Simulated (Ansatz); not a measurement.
# CH₅BF₂Si: up Jacob's ladder to CCSD(T)

An exercise on one series of results from a longer session: the logs are not shown, and one member is left open.

The runs use Ansatz 0.2.0, Gaussian basis; functionals in def2-TZVPP, the program's frozen cores in correlated methods.

The runs, in order: PBE-D4, r2SCAN-D4, PBE0-D4, B3LYP-D4, ωB97X-V, ωB97M-V, B2PLYP; CCSD(T)/def2-TZVPP; MP2/def2-QZVPP; extrapolation to the limit.

### The geometry

An earlier PBE0-D4 in a triple-zeta def2 set relaxation fixed the geometry.

SMILES `FB(F)C[SiH3]`, 10 atoms, charge 0, spin multiplicity 1.

Atoms are counted from 1 here; the program's logs count them from 0.

Bond lengths: F1–B2 1.324 Å, B2–F3 1.324 Å, B2–C4 1.546 Å, C4–Si5 1.887 Å, C4–H6 1.093 Å, C4–H7 1.093 Å, Si5–H8 1.486 Å, Si5–H9 1.486 Å, Si5–H10 1.486 Å. Angles: F1–B2–F3 116.0°, F1–B2–C4 122.0°, F3–B2–C4 122.0°, B2–C4–Si5 112.5°, B2–C4–H6 110.9°, B2–C4–H7 110.8°, Si5–C4–H6 106.7°, Si5–C4–H7 106.6°, H6–C4–H7 109.2°, C4–Si5–H8 110.2°, C4–Si5–H9 109.5°, C4–Si5–H10 110.2°, H8–Si5–H9 109.0°, H8–Si5–H10 108.9°, H9–Si5–H10 109.0°.

The first run:

in.yaml reads:

```yaml
crystal:
  periodic: [false, false, false]
  atoms:
    - {symbol: F, position_ang: [1.487524, -1.613854, -1.128877]}
    - {symbol: B, position_ang: [0.251678, -1.356291, -0.730397]}
    - {symbol: F, position_ang: [-0.462175, -2.400411, -0.339797]}
    - {symbol: C, position_ang: [-0.310955, 0.083370, -0.686111]}
    - {symbol: Si, position_ang: [0.024474, 0.938393, 0.961887]}
    - {symbol: H, position_ang: [-1.395573, 0.081777, -0.823981]}
    - {symbol: H, position_ang: [0.148404, 0.704248, -1.460102]}
    - {symbol: H, position_ang: [-0.604652, 0.176811, 2.071598]}
    - {symbol: H, position_ang: [-0.543104, 2.310934, 0.933119]}
    - {symbol: H, position_ang: [1.487480, 1.023923, 1.205659]}
basis:
  gaussian: {orbitals: def2-TZVPP}
hamiltonian: {xc: pbe, dispersion: d4}
output: {forces: true, orbitals: {seedname: orbitals}}
```

Run with:

```
$ ansatz run in.yaml --threads 4 --pin off --events-out ev --progress --plain --max-ram 10444MiB
```

Among the steps run: PBE-D4 (GGA); r2SCAN-D4 (meta-GGA); PBE0-D4 (hybrid); B3LYP-D4 (hybrid); ωB97X-V (range-separated); ωB97M-V (range-separated); B2PLYP (double hybrid); CCSD(T) in def2-TZVPP; MP2 in def2-QZVPP.

One of the session's tables, all rows but one given; the rest of the session is left out.

It belongs to the step «Atomisation energies». 

| method | atomisation energy (eV) |
| --- | --- |
| PBE-D4 | ? |
| r2SCAN-D4 | 40.486 |
| PBE0-D4 | 40.193 |
| B3LYP-D4 | 40.233 |
| ωB97X-V | 40.398 |
| ωB97M-V | 40.427 |
| B2PLYP | 39.953 |
| HF/def2-TZVPP | 31.217 |
| MP2/def2-TZVPP | 40.186 |
| CCSD/def2-TZVPP | 38.914 |
| CCSD(T)/def2-TZVPP | 39.378 |
| MP2/CBS | 41.065 |
| CCSD(T)/CBS | 40.257 |

Q: Estimate the row for PBE-D4 from the others.

**Answer.** atomisation energy (eV): 40.738. In the column «atomisation energy (eV)» it lies between r2SCAN-D4 (40.486) and MP2/CBS (41.065).

Limits of these values: Free atoms (2 F, 1 B, 1 C, 1 Si, 5 H) were run apart at each level; the atomisation energy is their sum less the molecule, without zero-point or spin-orbit terms.
